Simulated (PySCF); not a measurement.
# CH5FO3Si2: the cost of one run

Programs: PySCF 2.14.0, with density-fitted response routines of our own. Each step states its level of theory. These are calculated values for one molecule in the gas phase, unless marked as measured. Atoms count from 0, in the outputs and in this text.

## (1) The starting structure

12 atoms, charge 0, multiplicity 1; geometry from: GFN2-xTB. The atoms were then displaced at random by about 0.01 Å, so the start is not that level's minimum.

Bonds of the start (Å): O0–C1 1.19, C1–O2 1.32, O2–Si3 1.70, Si3–F4 1.59, C1–Si5 1.91, Si5–O6 1.60, Si3–H7 1.45, Si3–H8 1.46, Si5–H9 1.47, Si5–H10 1.45, O6–H11 0.96.

## (2) Optimising the geometry at PBE0-D3(BJ)/def2-SVP

The job: settings as JSON, then the geometry in Å.

```
{"job": {"xc": "PBE0", "basis": "def2-SVP", "d3": "d3bj", "grid": 1, "shake": 0.01, "kind": "geom"}, "charge": 0, "multiplicity": 1}
O     -0.064660     1.471590     0.319700
C     -0.207200     0.302160     0.133050
O      0.842230    -0.495470     0.081930
Si     2.462450    -0.016290     0.263020
F      3.138890    -1.446760     0.081410
Si    -1.898440    -0.553650    -0.107200
O     -3.007550     0.599200     0.011060
H      2.868480     0.826380    -0.839200
H      2.688090     0.446150     1.634160
H     -2.084290    -1.526330     0.981540
H     -1.936310    -1.150600    -1.429860
H     -2.762000     1.515330     0.155540
```

Launch:

```bash
$ OMP_NUM_THREADS=1 python probes_run.py task.json out
```

One launch serves the whole session: the jobs run in the order shown.

**Question.** How long does this first job take on 1 thread of Arm Neoverse V1, shared host, and how much memory does it need?

About 2 min, with a peak of 0.54 GiB.
